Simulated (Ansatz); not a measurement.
# ScAl2: single point, by script

What energy and properties does ScAl2 have at the given structure? Wanted for ScAl2: a single point.

Program: Ansatz 0.2.0 through its Python package. Level of theory: DFT LDA, plane waves, PAW. These are calculated values, not measurements.

### Step 1. Starting point

The structure is triclinic, space group P1 (No. 1). Conventional cell: a = 5.325 Å, b = 5.330 Å, c = 5.354 Å, α = 119.43°, β = 119.60°, γ = 90.05°. Sc (site symmetry 1) is surrounded by 12 Al at 3.10 to 3.19 Å and 4 Sc at 3.27 to 3.30 Å. Around Sc (site symmetry 1) lie 12 Al at 3.08 to 3.23 Å and 4 Sc at 3.27 to 3.30 Å. Around Al (site symmetry 1) lie 6 Al at 2.64 to 2.77 Å. Around Al (site symmetry 1) lie 6 Al at 2.64 to 2.73 Å. Al (site symmetry 1) has 6 Al at 2.62 to 2.77 Å as nearest neighbours. Around Al (site symmetry 1) lie 6 Al at 2.62 to 2.71 Å.

No structure file is read: the coordinates are typed or built in the script.

### Step 2. The code

Input file scf_scal2.py:

```python
from collections import defaultdict
import json
import warnings

import ansatz as az
import numpy as np
from pymatgen.core import Structure

warnings.simplefilter("ignore", az.DeckWarning)

cell = (
    az.Lattice.from_parameters(5.330339, 5.400981, 5.38797, alpha=59.14587, beta=59.93375, gamma=60.0656)
    .atom("Sc", (0.4975, 0.49944, 0.50126))
    .atom("Sc", (0.74251, 0.75327, 0.75308))
    .atom("Al", (0.12057, 0.13013, 0.1193))
    .atom("Al", (0.62561, 0.12585, 0.12234))
    .atom("Al", (0.12664, 0.61011, 0.12922))
    .atom("Al", (0.12959, 0.11998, 0.62265))
)

setup = (
    cell.calculation()
    .occupations("fermi_dirac")
    .functional("lda")
    .kpoints(spacing=0.39)
    .compute(forces=True, stress=True, density_of_states={"energy_step": 0.1, "projected": True})
)
result = setup.run(threads=1, backend="cpu")
rep = result.report

n_atoms = len(rep["lattice"]["sites"])
print("F =", round(rep["free_energy_ev"], 4), "eV for", n_atoms, "atoms")
print("E(sigma -> 0) =", round(rep["energy_sigma0_ev"], 4), "eV, TS =", round(rep["entropy_ts_ev"], 5), "eV")
print("closed by", rep["closed_by"], "after", rep["n_iterations"], "iterations")

atom = int(np.linalg.norm(rep["forces_ev_ang"], axis=1).argmax())
print("force on atom", atom, "by term (eV/A)")
for term, rows in rep["force_terms_ev_ang"].items():
    if np.abs(rows[atom]).max() > 1e-6:
        print(f"  {term:26s}", np.round(rows[atom], 4))
print("net force on the cell:", np.round(np.sum(rep["forces_ev_ang"], axis=0), 6) + 0.0)

principal = np.linalg.eigvalsh(np.array(rep["stress_gpa"]))
mises = np.sqrt(0.5 * sum((principal[i] - principal[i - 1]) ** 2 for i in range(3)))
print("principal stresses (GPa, compression positive):", np.round(principal, 3))
print(f"mean {principal.mean():.3f} GPa, von Mises {mises:.3f} GPa, PV = {principal.mean() * rep['setup']['cell_volume_ang3'] / 160.21766:.4f} eV")

final = Structure(result.lattice.cell_ang, [s.symbol for s in result.lattice.sites], [s.position_frac for s in result.lattice.sites])
for index, (site, neighbours) in enumerate(zip(final, final.get_all_neighbors(5.5))):
    first = min(n.nn_distance for n in neighbours)
    shell = [n for n in neighbours if n.nn_distance < 1.1 * first]
    mean = sum(n.nn_distance for n in shell) / len(shell)
    print(f"atom {index} {site.specie.symbol}: {len(shell)} neighbours within 1.1 of the shortest distance, mean {mean:.3f} A")

dos = result.density_of_states()
energy = np.asarray(dos.energies_ev) - dos.fermi_ev
projected = result.projected_density_of_states()
by_shell = defaultdict(float)
for site in projected.sites:
    for shell in site.shells:
        for part in shell.curves:
            by_shell[f"{site.species} {'spdf'[shell.l]}"] += np.sum(part.g_bin_mean_per_ev, axis=0)
print("E - E_F  " + " ".join(f"{name:>7s}" for name in by_shell))
for e in np.arange(-5, 5 + 0.1, 1.0):
    print(f"{e:7.1f}  " + " ".join(f"{np.interp(e, energy, curve):7.3f}" for curve in by_shell.values()))

keep = ["free_energy_ev", "energy_sigma0_ev", "fermi_energy_ev", "n_iterations", "converged", "magnetization_mub", "n_kpoints"]
with open("scal2.json", "w") as handle:
    json.dump({key: rep[key] for key in keep}, handle, indent=1)
```

### Step 3. Launch

On the command line:

```console
$ python scf_scal2.py
```

Without the output at hand: what should come out? Wanted: free energy; gap on the mesh; pressure; largest force.

**Answer**, as computed:

| quantity | value |
| --- | --- |
| free energy | -6232.5961 eV (-1038.7660 eV/atom) |
| gap on the mesh | none |
| pressure | -4.25 GPa |
| largest force | 0.672 eV/Å |

Filled and empty levels meet on the mesh: no gap at this level. The pressure of -4.2 GPa means that the cell would shrink if relaxed at this level. Forces reach 0.67 eV/Å, so the atoms aren't at rest. What to keep in mind:
- For a metal this k-point mesh is coarse: on a finer one energies can move by several to tens of meV an atom and pressures by half a GPa or more, differences at one mesh by less.
- Projections exist only for the shells that the potentials hold, some of them semicore, and samples at single energies can miss narrow peaks.
- The cell is a database structure, distorted on purpose.
- The computed bands are complete only to about 2.0 eV above the Fermi level; beyond that the density of states is undercounted. The atoms and cell were moved off the listed structure at random before the run.
